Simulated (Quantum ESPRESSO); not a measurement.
# Hf in Quantum ESPRESSO: work function with PBE

Aim: the work function of Hf with PBE.

Everything below comes from runs of Quantum ESPRESSO 7.5. Logs are shortened: lines on timing, memory, paths and dates and some standing lists are left out, and cuts for length are marked.

### Step 1. The structure

The cell holds a slab with vacuum, 5 atoms: a = 3.197 Å, b = 3.197 Å, c = 25.116 Å, α = 90.00°, β = 90.00°, γ = 120.00°.

### Step 2. Work function, PBE

pw.in

```
&CONTROL
  calculation = 'scf'
  prefix = 'pwscf'
  outdir = './tmp'
  pseudo_dir = './pseudo'
  tprnfor = .true.
  disk_io = 'low'
/
&SYSTEM
  ibrav = 0
  celldm(1) = 8
  nat = 5
  ntyp = 1
  ecutwfc = 58
  nbnd = 40
  occupations = 'smearing'
  smearing = 'fd'
  degauss = 0.00367493
/
&ELECTRONS
  conv_thr = 5d-09
  electron_maxstep = 150
  mixing_beta = 0.3
  mixing_mode = 'local-TF'
/
ATOMIC_SPECIES
Hf   178.4900 Hf.upf
CELL_PARAMETERS alat
  0.7551105892172   0.0000000000000   0.0000000000000
 -0.3775552946081   0.6539449529284   0.0000000000000
  0.0000000000000   0.0000000000000   5.9327006819564
ATOMIC_POSITIONS crystal
Hf     0.3333333333    0.6666666666    0.2986191849
Hf     0.6666666667    0.3333333334    0.3993095924
Hf     0.3333333333    0.6666666666    0.5000000000
Hf     0.6666666667    0.3333333334    0.6006904076
Hf     0.3333333333    0.6666666666    0.7013808151
K_POINTS automatic
10 10 1 0 0 0
```

pp_density.in

```
&INPUTPP
  prefix = 'pwscf'
  outdir = './tmp'
  filplot = 'density.dat'
  plot_num = 0
/
&PLOT
  nfile = 1
  filepp(1) = 'density.dat'
  iflag = 3
  output_format = 6
  fileout = 'density.cube'
/
```

pp_potential.in

```
&INPUTPP
  prefix = 'pwscf'
  outdir = './tmp'
  filplot = 'potential.dat'
  plot_num = 11
/
&PLOT
  nfile = 1
  filepp(1) = 'potential.dat'
  iflag = 3
  output_format = 6
  fileout = 'potential.cube'
/
```

pp_elf.in

```
&INPUTPP
  prefix = 'pwscf'
  outdir = './tmp'
  filplot = 'elf.dat'
  plot_num = 8
/
&PLOT
  nfile = 1
  filepp(1) = 'elf.dat'
  iflag = 3
  output_format = 6
  fileout = 'elf.cube'
/
```

Potentials or basis: PseudoDojo 0.4.1 SR PBE standard.

Started as:

```sh
$ OMP_NUM_THREADS=1 pw.x -in pw.in > pw.out
$ OMP_NUM_THREADS=1 pp.x -in pp_density.in > pp_density.out
$ OMP_NUM_THREADS=1 pp.x -in pp_potential.in > pp_potential.out
$ OMP_NUM_THREADS=1 pp.x -in pp_elf.in > pp_elf.out
```

pw.out:

```text
This program is part of the open-source Quantum ESPRESSO suite
     for quantum simulation of materials; please cite
[... 9 lines left out ...]
     --------------------
     sticks:   dense  smooth     PW     G-vecs:    dense   smooth      PW
     Sum         583     583    163                89625    89625   14099

     Using Slab Decomposition

     bravais-lattice index     =            0
     lattice parameter (alat)  =       8.0000  a.u.
     unit-cell volume          =    1499.9409 (a.u.)^3
     number of atoms/cell      =            5
     number of atomic types    =            1
     number of electrons       =        60.00
     number of Kohn-Sham states=           40
     kinetic-energy cutoff     =      58.0000  Ry
     charge density cutoff     =     232.0000  Ry
     scf convergence threshold =      5.0E-09
     mixing beta               =       0.3000
     number of iterations used =            8  local-TF  mixing
     Exchange-correlation= PBE
                           (   1   4   3   4   0   0   0)

     celldm(1)=   8.000000  celldm(2)=   0.000000  celldm(3)=   0.000000
     celldm(4)=   0.000000  celldm(5)=   0.000000  celldm(6)=   0.000000

     crystal axes: (cart. coord. in units of alat)
               a(1) = (   0.755111   0.000000   0.000000 )
               a(2) = (  -0.377555   0.653945   0.000000 )
               a(3) = (   0.000000   0.000000   5.932701 )

     reciprocal axes: (cart. coord. in units 2 pi/alat)
               b(1) = (  1.324309  0.764590 -0.000000 )
               b(2) = (  0.000000  1.529181  0.000000 )
               b(3) = (  0.000000 -0.000000  0.168557 )

     PseudoPot. # 1 for Hf read from file:
     Hf.upf
     Pseudo is Norm-conserving + core correction, Zval = 12.0
     Generated using ONCVPSP code by D. R. Hamann
     Using radial grid of 1656 points,  8 beta functions with:
                l(1) =   0
                l(2) =   0
                l(3) =   1
                l(4) =   1
                l(5) =   2
                l(6) =   2
                l(7) =   3
                l(8) =   3

     atomic species   valence    mass     pseudopotential
     Hf               12.00   178.49000     Hf( 1.00)

     12 Sym. Ops. (no inversion) found

   Cartesian axes

     site n.     atom                  positions (alat units)
         1        Hf     tau(   1) = (   0.0000000   0.4359633   1.7716182  )
         2        Hf     tau(   2) = (   0.3775553   0.2179817   2.3689843  )
         3        Hf     tau(   3) = (   0.0000000   0.4359633   2.9663503  )
         4        Hf     tau(   4) = (   0.3775553   0.2179817   3.5637164  )
         5        Hf     tau(   5) = (   0.0000000   0.4359633   4.1610824  )

     number of k points=    14  Fermi-Dirac smearing, width (Ry)=  0.0037
                       cart. coord. in units 2pi/alat
        k(    1) = (   0.0000000   0.0000000   0.0000000), wk =   0.0200000
        k(    2) = (   0.0000000   0.1529181   0.0000000), wk =   0.1200000
        k(    3) = (   0.0000000   0.3058361   0.0000000), wk =   0.1200000
        k(    4) = (   0.0000000   0.4587542   0.0000000), wk =   0.1200000
        k(    5) = (   0.0000000   0.6116723   0.0000000), wk =   0.1200000
        k(    6) = (   0.0000000  -0.7645903   0.0000000), wk =   0.0600000
        k(    7) = (   0.1324309   0.2293771   0.0000000), wk =   0.1200000
        k(    8) = (   0.1324309   0.3822952   0.0000000), wk =   0.2400000
        k(    9) = (   0.1324309   0.5352132   0.0000000), wk =   0.2400000
        k(   10) = (   0.1324309   0.6881313   0.0000000), wk =   0.2400000
        k(   11) = (   0.2648619   0.4587542   0.0000000), wk =   0.1200000
        k(   12) = (   0.2648619   0.6116723   0.0000000), wk =   0.2400000
        k(   13) = (   0.2648619   0.7645903   0.0000000), wk =   0.1200000
        k(   14) = (   0.3972928   0.6881313   0.0000000), wk =   0.1200000

     Dense  grid:    89625 G-vectors     FFT dimensions: (  30,  30, 240)

     Initial potential from superposition of free atoms

     starting charge      59.9907, renormalised to      60.0000

     negative rho (up, down):  3.852E-05 0.000E+00
     Starting wfcs are   50 randomized atomic wfcs

     Self-consistent Calculation

     iteration #  1     ecut=    58.00 Ry     beta= 0.30
     Davidson diagonalization with overlap
     ethr =  1.00E-02,  avg # of iterations =  2.6

     negative rho (up, down):  2.307E-08 0.000E+00

     total energy              =    -564.03783189 Ry
     estimated scf accuracy    <       3.95390147 Ry

     iteration #  2     ecut=    58.00 Ry     beta= 0.30
     Davidson diagonalization with overlap
     ethr =  6.59E-03,  avg # of iterations =  1.0

     total energy              =    -563.94740968 Ry
     estimated scf accuracy    <       1.58950738 Ry

     iteration #  3     ecut=    58.00 Ry     beta= 0.30
     Davidson diagonalization with overlap
     ethr =  2.65E-03,  avg # of iterations =  1.1

     total energy              =    -563.97916153 Ry
     estimated scf accuracy    <       0.18935958 Ry

     iteration #  4     ecut=    58.00 Ry     beta= 0.30
     Davidson diagonalization with overlap
     ethr =  3.16E-04,  avg # of iterations =  2.6

     total energy              =    -563.98317696 Ry
     estimated scf accuracy    <       0.92872148 Ry

     iteration #  5     ecut=    58.00 Ry     beta= 0.30
     Davidson diagonalization with overlap
     ethr =  3.16E-04,  avg # of iterations =  1.8

     total energy              =    -563.99365208 Ry
     estimated scf accuracy    <       0.13473110 Ry

     iteration #  6     ecut=    58.00 Ry     beta= 0.30
     Davidson diagonalization with overlap
     ethr =  2.25E-04,  avg # of iterations =  1.1

     total energy              =    -563.99069051 Ry
     estimated scf accuracy    <       0.09587629 Ry

     iteration #  7     ecut=    58.00 Ry     beta= 0.30
     Davidson diagonalization with overlap
     ethr =  1.60E-04,  avg # of iterations =  1.6
[... 173 lines left out ...]
     iteration # 29     ecut=    58.00 Ry     beta= 0.30
     Davidson diagonalization with overlap
     ethr =  1.35E-08,  avg # of iterations =  2.0

     total energy              =    -563.99118786 Ry
     estimated scf accuracy    <       0.00000123 Ry

     iteration # 30     ecut=    58.00 Ry     beta= 0.30
     Davidson diagonalization with overlap
     ethr =  2.05E-09,  avg # of iterations =  3.0

     total energy              =    -563.99119131 Ry
     estimated scf accuracy    <       0.00000064 Ry

     iteration # 31     ecut=    58.00 Ry     beta= 0.30
     Davidson diagonalization with overlap
     ethr =  1.07E-09,  avg # of iterations =  4.4

     total energy              =    -563.99119173 Ry
     estimated scf accuracy    <       0.00000043 Ry

     iteration # 32     ecut=    58.00 Ry     beta= 0.30
     Davidson diagonalization with overlap
     ethr =  7.14E-10,  avg # of iterations =  1.7

     total energy              =    -563.99119183 Ry
     estimated scf accuracy    <       0.00000007 Ry

     iteration # 33     ecut=    58.00 Ry     beta= 0.30
     Davidson diagonalization with overlap
     ethr =  1.19E-10,  avg # of iterations =  2.9

     End of self-consistent calculation

          k = 0.0000 0.0000 0.0000 ( 11257 PWs)   bands (ev):

   -56.9578 -56.9578 -56.5506 -56.5259 -56.5002 -25.7859 -25.7562 -25.4727
   -25.2453 -25.2453 -25.2453 -25.2453 -25.1459 -24.9171 -24.9171 -24.9020
   -24.8771 -24.8771 -24.8260 -24.8260  -1.7572  -1.0025  -0.0026   0.9442
     1.5132   5.1785   5.3125   5.5575   5.8133   6.0460   6.3999   6.3999
     6.4243   6.4244   6.5637   6.5637   6.5936   6.7887   6.7891   7.1730

          k = 0.0000 0.1529 0.0000 ( 11221 PWs)   bands (ev):

   -56.9544 -56.9544 -56.5462 -56.5225 -56.4979 -25.7696 -25.7451 -25.4692
   -25.3080 -25.2977 -25.2584 -25.2583 -25.1481 -24.9659 -24.9488 -24.9335
   -24.8895 -24.8849 -24.8735 -24.8349  -1.4626  -0.7180   0.2776   1.2369
     1.8135   5.0264   5.2443   5.3341   5.5419   5.9483   5.9946   6.1076
     6.2838   6.6261   6.6449   6.6848   6.8305   6.8569   7.0066   7.0302

          k = 0.0000 0.3058 0.0000 ( 11217 PWs)   bands (ev):

   -56.9455 -56.9455 -56.5342 -56.5137 -56.4922 -25.7284 -25.7174 -25.4904
   -25.4544 -25.4043 -25.2924 -25.2923 -25.2001 -25.0846 -25.0641 -24.9749
   -24.9695 -24.9218 -24.9062 -24.8591  -0.6468   0.0526   1.0099   1.9847
     2.5725   4.5124   4.6573   4.9771   5.0927   5.3066   5.4710   5.9368
     6.0439   6.4678   6.5255   7.0432   7.1177   7.3118   7.4445   7.6036

          k = 0.0000 0.4588 0.0000 ( 11169 PWs)   bands (ev):

   -56.9345 -56.9345 -56.5185 -56.5028 -56.4859 -25.6927 -25.6902 -25.6259
   -25.6204 -25.4344 -25.3340 -25.3338 -25.3317 -25.2243 -25.1664 -25.0240
   -25.0192 -24.9614 -24.9434 -24.8904   0.4737   1.0323   1.8083   2.6346
     3.1120   3.9860   4.1887   4.4713   4.6955   5.1378   5.2311   5.8522
     5.8972   6.2784   6.4076   6.7958   7.2627   7.8995   7.9300   7.9400

          k = 0.0000 0.6117 0.0000 ( 11162 PWs)   bands (ev):

   -56.9256 -56.9256 -56.5045 -56.4940 -56.4822 -25.7659 -25.7657 -25.6701
   -25.6685 -25.4578 -25.4524 -25.3674 -25.3671 -25.3312 -25.1873 -25.0624
   -25.0324 -24.9932 -24.9896 -24.9163   1.4855   1.7435   2.1965   2.6561
     2.8983   3.6392   3.9937   4.2296   4.4496   5.4769   5.4873   6.1799
     6.2731   6.4527   6.4928   6.5541   7.1250   8.0955   8.5102   8.5174

          k = 0.0000-0.7646 0.0000 ( 11180 PWs)   bands (ev):

   -56.9222 -56.9222 -56.4983 -56.4906 -56.4816 -25.8144 -25.8143 -25.6767
   -25.6749 -25.4966 -25.4649 -25.3801 -25.3798 -25.3671 -25.1754 -25.0769
   -25.0353 -25.0159 -25.0052 -24.9264   1.8592   1.9446   2.3535   2.5762
     2.6633   3.5157   4.0086   4.1877   4.2786   5.5112   5.6852   6.3807
     6.4244   6.6235   6.7318   6.8115   7.0527   8.0976   8.7335   8.7715

          k = 0.1324 0.2294 0.0000 ( 11221 PWs)   bands (ev):

   -56.9483 -56.9483 -56.5379 -56.5164 -56.4939 -25.7407 -25.7255 -25.4732
   -25.4060 -25.3780 -25.2874 -25.2856 -25.1748 -25.0423 -25.0268 -24.9858
   -24.9216 -24.9201 -24.8946 -24.8603  -0.9045  -0.1860   0.7915   1.7711
     2.3628   4.6755   4.8295   5.1526   5.2068   5.4045   5.5985   5.9900
     6.0392   6.4745   6.6920   6.9686   7.0149   7.1455   7.2946   7.3702

          k = 0.1324 0.3823 0.0000 ( 11188 PWs)   bands (ev):

   -56.9383 -56.9383 -56.5241 -56.5066 -56.4880 -25.6992 -25.6974 -25.5609
   -25.5516 -25.4283 -25.3392 -25.3307 -25.2664 -25.1667 -25.1297 -25.0439
   -24.9741 -24.9688 -24.9201 -24.8989   0.0875   0.7243   1.6121   2.5743
     3.1776   4.1896   4.3484   4.6485   4.6842   5.0285   5.0695   5.7387
     5.9268   6.2734   6.3459   7.0337   7.2372   7.5076   7.5548   7.7578

          k = 0.1324 0.5352 0.0000 ( 11197 PWs)   bands (ev):

   -56.9283 -56.9283 -56.5091 -56.4967 -56.4831 -25.7089 -25.7074 -25.6597
   -25.6596 -25.4458 -25.4082 -25.3769 -25.3721 -25.2818 -25.1831 -25.0859
   -25.0179 -25.0120 -24.9578 -24.9322   1.2266   1.6470   2.2508   2.9015
     3.3016   3.8402   4.0800   4.3419   4.5558   5.1033   5.1849   5.7777
     5.7784   6.2310   6.3383   6.5995   7.0371   7.8038   8.1568   8.2028

          k = 0.1324 0.6881 0.0000 ( 11179 PWs)   bands (ev):

   -56.9222 -56.9222 -56.4983 -56.4906 -56.4816 -25.7863 -25.7861 -25.6669
   -25.6649 -25.4779 -25.4528 -25.4119 -25.4085 -25.3473 -25.1751 -25.1149
   -25.0536 -25.0275 -24.9903 -24.9508   1.9842   2.1106   2.5129   2.8126
     2.9759   3.6304   4.0355   4.2546   4.3952   5.4643   5.4854   5.9187
     6.0899   6.3030   6.5094   6.5675   7.1712   7.8220   8.6439   8.8794

          k = 0.2649 0.4588 0.0000 ( 11215 PWs)   bands (ev):

   -56.9294 -56.9294 -56.5107 -56.4978 -56.4836 -25.6851 -25.6809 -25.6405
   -25.6375 -25.4531 -25.4229 -25.3823 -25.3456 -25.2538 -25.1735 -25.1087
   -25.0406 -24.9953 -24.9618 -24.9478   1.1596   1.6621   2.3683   3.1532
     3.9527   4.1022   4.1734   4.2611   4.3327   4.6496   4.7821   5.5054
     5.7153   6.0094   6.3210   6.7008   6.8218   7.5785   7.9004   7.9008

          k = 0.2649 0.6117 0.0000 ( 11171 PWs)   bands (ev):

   -56.9222 -56.9222 -56.4984 -56.4906 -56.4816 -25.7276 -25.7258 -25.6510
   -25.6471 -25.4941 -25.4910 -25.4103 -25.4099 -25.3105 -25.1858 -25.1701
   -25.0959 -25.0497 -24.9840 -24.9799   2.2307   2.4746   2.8652   3.2066
     3.6631   3.9663   4.0730   4.3711   4.5710   4.9267   5.0649   5.4815
     5.5450   5.8193   6.2345   6.3002   6.8793   7.4918   8.4306   8.5794

          k = 0.2649 0.7646 0.0000 ( 11158 PWs)   bands (ev):

   -56.9194 -56.9194 -56.4924 -56.4879 -56.4820 -25.7495 -25.7484 -25.6516
   -25.6458 -25.5190 -25.5101 -25.4337 -25.4170 -25.3303 -25.1974 -25.1890
   -25.1089 -25.0743 -25.0040 -24.9824   2.6335   2.7105   3.1545   3.2645
     3.4575   3.8462   4.0002   4.3474   4.6616   4.9232   5.3636   5.5138
     5.7129   5.7763   6.1337   6.1710   7.2771   7.6888   8.6395   9.0396

          k = 0.3973 0.6881 0.0000 ( 11167 PWs)   bands (ev):

   -56.9184 -56.9184 -56.4894 -56.4869 -56.4829 -25.6968 -25.6940 -25.6403
   -25.6316 -25.5919 -25.5882 -25.3965 -25.3834 -25.3300 -25.2368 -25.2280
   -25.1336 -25.1096 -25.0131 -24.9848   3.1759   3.2430   3.3804   3.3992
     3.8675   3.9644   4.0169   4.3322   4.3728   5.0580   5.2449   5.3598
     5.4398   5.5574   5.8079   5.9145   7.3052   7.6307   8.6094   8.9905

     the Fermi energy is     5.2910 ev

!    total energy              =    -563.99119175 Ry
     estimated scf accuracy    <          3.8E-09 Ry
     smearing contrib. (-TS)   =      -0.00365801 Ry
     internal energy E=F+TS    =    -563.98753374 Ry

     The total energy is F=E-TS. E is the sum of the following terms:
     one-electron contribution =   -2966.78422330 Ry
     hartree contribution      =    1482.49481490 Ry
     xc contribution           =    -142.26700826 Ry
     ewald contribution        =    1062.56888292 Ry

     convergence has been achieved in  33 iterations

     Forces acting on atoms (cartesian axes, Ry/au):

     atom    1 type  1   force =     0.00000000   -0.00000000    0.02374100
     atom    2 type  1   force =     0.00000000   -0.00000000   -0.02957949
     atom    3 type  1   force =     0.00000000   -0.00000000    0.00000000
     atom    4 type  1   force =     0.00000000   -0.00000000    0.02957949
     atom    5 type  1   force =     0.00000000    0.00000000   -0.02374100

     Total force =     0.053639     Total SCF correction =     0.000119

=------------------------------------------------------------------------------=
   JOB DONE.
=------------------------------------------------------------------------------=
```

Run time: 6.6 min. Hardware: 1 thread of Arm Neoverse V1, shared host; peak memory 0.26 GiB.

Results:

| Property | Result |
| --- | --- |
| Free energy | -7673.4911 eV |
| Largest force | 0.761 eV/Å |
| Band gap on the k mesh | none (metal or under the smearing width) |
| Work function of the upper face | 4.40 eV |
| Work function of the lower face | 4.40 eV |

Forces in eV/Å, atoms in the order of the input:
```
Hf   0.000  0.000  0.610
Hf   0.000  0.000 -0.761
Hf   0.000  0.000  0.000
Hf   0.000  0.000  0.761
Hf   0.000  0.000 -0.610
```

The run has no spin-orbit coupling, so splittings on Hf are missing.
